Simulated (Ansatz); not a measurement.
**C₂H₈Si (built from SMILES C[Si]C.[H][H]): search for a transition state**

Aim: find the saddle point of a insertion of a carbenoid that is to form Si1–H4, Si1–H5 and break H4–H5, prove it by its vibrations, and relax downhill on both sides to see what it joins.

Method: PBE0-D4, def2-SVP first, then def2-TZVP; program: Ansatz 0.2.0, Gaussian basis.

114 further runs of the same task are left out: 114 set aside as unsound or not needed.

### Step 1. The system as given

The guess: 11 atoms, charge 0, spin multiplicity 1.

Atoms are counted from 1 here; the program's logs count them from 0.

Bond lengths: Si1–C2 1.900 Å, Si1–C3 1.900 Å, Si1–H4 1.481 Å, C2–H6 1.088 Å, C2–H7 1.087 Å, C2–H8 1.090 Å, C3–H9 1.090 Å, C3–H10 1.088 Å, C3–H11 1.087 Å. Angles: C2–Si1–C3 106.2°, C2–Si1–H4 121.6°, C3–Si1–H4 121.9°, Si1–C2–H6 111.8°, Si1–C2–H7 111.0°, Si1–C2–H8 111.1°, H6–C2–H7 107.6°, H6–C2–H8 107.6°, H7–C2–H8 107.5°, Si1–C3–H9 111.4°, Si1–C3–H10 111.7°, Si1–C3–H11 110.8°, H9–C3–H10 107.6°, H9–C3–H11 107.6°, H10–C3–H11 107.5°.

Coordinates:

```xyz
11

Si   -0.13760    0.42640   -0.59240
C     1.37380    0.62430    0.54170
C    -0.68380   -1.38680   -0.43440
H    -1.11340    1.52390   -0.78330
H    -2.09450    2.10100    0.13220
H     2.23680    0.07960    0.16380
H     1.65900    1.66880    0.63300
H     1.16240    0.25240    1.54450
H    -0.69210   -1.71070    0.60660
H    -0.02340   -2.05560   -0.98250
H    -1.68720   -1.52320   -0.82920
```

Distances that are to change: Si1–H4 1.48 Å, Si1–H5 2.68 Å, H4–H5 1.46 Å.

### Step 2. Constrained relaxation of the guess

File hold/in.yaml:

```yaml
crystal:
  periodic: [false, false, false]
  atoms:
    - {symbol: Si, position_ang: [-0.137600, 0.426400, -0.592400]}
    - {symbol: C, position_ang: [1.373800, 0.624300, 0.541700]}
    - {symbol: C, position_ang: [-0.683800, -1.386800, -0.434400]}
    - {symbol: H, position_ang: [-1.113400, 1.523900, -0.783300]}
    - {symbol: H, position_ang: [-2.094500, 2.101000, 0.132200]}
    - {symbol: H, position_ang: [2.236800, 0.079600, 0.163800]}
    - {symbol: H, position_ang: [1.659000, 1.668800, 0.633000]}
    - {symbol: H, position_ang: [1.162400, 0.252400, 1.544500]}
    - {symbol: H, position_ang: [-0.692100, -1.710700, 0.606600]}
    - {symbol: H, position_ang: [-0.023400, -2.055600, -0.982500]}
    - {symbol: H, position_ang: [-1.687200, -1.523200, -0.829200]}
basis:
  gaussian: {orbitals: def2-SVP}
hamiltonian: {xc: pbe0, dispersion: d4}
relax: {f_tol: 0.04, max_steps: 150, escape_saddle: false, constraints: [{distance: [0, 3]}, {distance: [0, 4]}, {distance: [3, 4]}]}
```

On the command line:

```bash
$ ansatz run in.yaml --threads 2 --pin off --events-out ev --progress --plain --max-ram 4352MiB
```

Further steps of the session: Force constants to start from; Saddle search in the small basis; Saddle search in triple zeta; Checking the order of the point; Relaxing after a step of 0.30 Å one way along the mode; Relaxing after a step of 0.30 Å the other way along the mode.

**Question.** What will these runs give? Wanted: imaginary mode; barrier from the start side; barrier from the end side; energy of the step; pairs that change; zero-point energy at the saddle.

**Answer**, as computed:

| quantity | value |
| --- | --- |
| imaginary mode | 974i cm⁻¹ |
| barrier from the start side | 22.6 kJ/mol |
| barrier from the end side | 273.1 kJ/mol |
| energy of the step | -250.5 kJ/mol |
| pairs that change | Si1–H4 formed, Si1–H5 formed, H4–H5 broken |
| zero-point energy at the saddle | 2.355 eV |

**Reading.** One imaginary mode, 974i cm⁻¹, makes this a first-order saddle. Going downhill both ways gives the intended start and end. At PBE0-D4/def2-TZVP the electronic barrier is 22.6 kJ/mol, about 9 kT at 298 K, and the step runs 250.5 kJ/mol downhill. A step off the saddle overshot and began above it in energy, so the link to its end is likely but not proven. Lower complexes than these ends may exist.
